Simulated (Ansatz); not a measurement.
# CAlFO₂: basis-set convergence

The task here is to estimate one member of a computed series from the others.

Method: one geometry, several basis sets; program: Ansatz 0.2.0, Gaussian basis.

Levels to be run: PBE0-D4/def2-SVP; ωB97M-V/def2-SVP; PBE0-D4/def2-QZVPP; ωB97M-V/def2-QZVPP; the functionals' def2-TZVPP values are taken from earlier runs.

### The relaxed structure

All runs share one geometry, relaxed beforehand with PBE0-D4 in a triple-zeta def2 set.

SMILES `O=[C]1[O][Al]1[F]`, 5 atoms, charge 0, spin multiplicity 1.

Atoms are counted from 1 here; the program's logs count them from 0.

Bond lengths: O1–C2 1.173 Å, C2–O3 1.371 Å, C2–Al4 1.909 Å, O3–Al4 1.746 Å, Al4–F5 1.632 Å. Angles: O1–C2–O3 130.3°, O1–C2–Al4 167.9°, O3–C2–Al4 61.8°, C2–O3–Al4 74.5°, C2–Al4–O3 43.8°, C2–Al4–F5 179.2°, O3–Al4–F5 135.4°.

The first run:

Contents of in.yaml:

```yaml
crystal:
  periodic: [false, false, false]
  atoms:
    - {symbol: O, position_ang: [1.293542, -1.110146, 1.376732]}
    - {symbol: C, position_ang: [0.600873, -0.527848, 0.629708]}
    - {symbol: O, position_ang: [-0.304642, -0.995134, -0.287017]}
    - {symbol: Al, position_ang: [-0.355708, 0.744697, -0.424662]}
    - {symbol: F, position_ang: [-1.184164, 1.814830, -1.336161]}
basis:
  gaussian: {orbitals: def2-SVP}
hamiltonian: {xc: pbe0, dispersion: d4}
output: {orbitals: {seedname: orbitals}}
```

Run with:

```sh
> ansatz run in.yaml --threads 2 --pin off --events-out ev --progress --plain --max-ram 4352MiB
```

Among the steps run: PBE0-D4 in def2-SVP; ωB97M-V in def2-SVP; PBE0-D4 in def2-QZVPP; ωB97M-V in def2-QZVPP.

One of the session's tables, all rows but one given; the rest of the session is left out.

It belongs to the step «Density functionals: the series». 

```
functional       basis  HOMO (eV)  LUMO (eV)
   PBE0-D4    def2-SVP      -7.23      -2.20
   PBE0-D4  def2-TZVPP          ?          ?
   PBE0-D4  def2-QZVPP      -7.37      -2.40
   ωB97M-V    def2-SVP      -9.32      -0.37
   ωB97M-V  def2-TZVPP      -9.46      -0.56
   ωB97M-V  def2-QZVPP      -9.50      -0.72
```

Q: Estimate the row for PBE0-D4, def2-TZVPP from the others.

As computed: HOMO (eV): -7.34; LUMO (eV): -2.34. In the column «HOMO (eV)» it lies between PBE0-D4, def2-QZVPP (-7.37) and PBE0-D4, def2-SVP (-7.23).
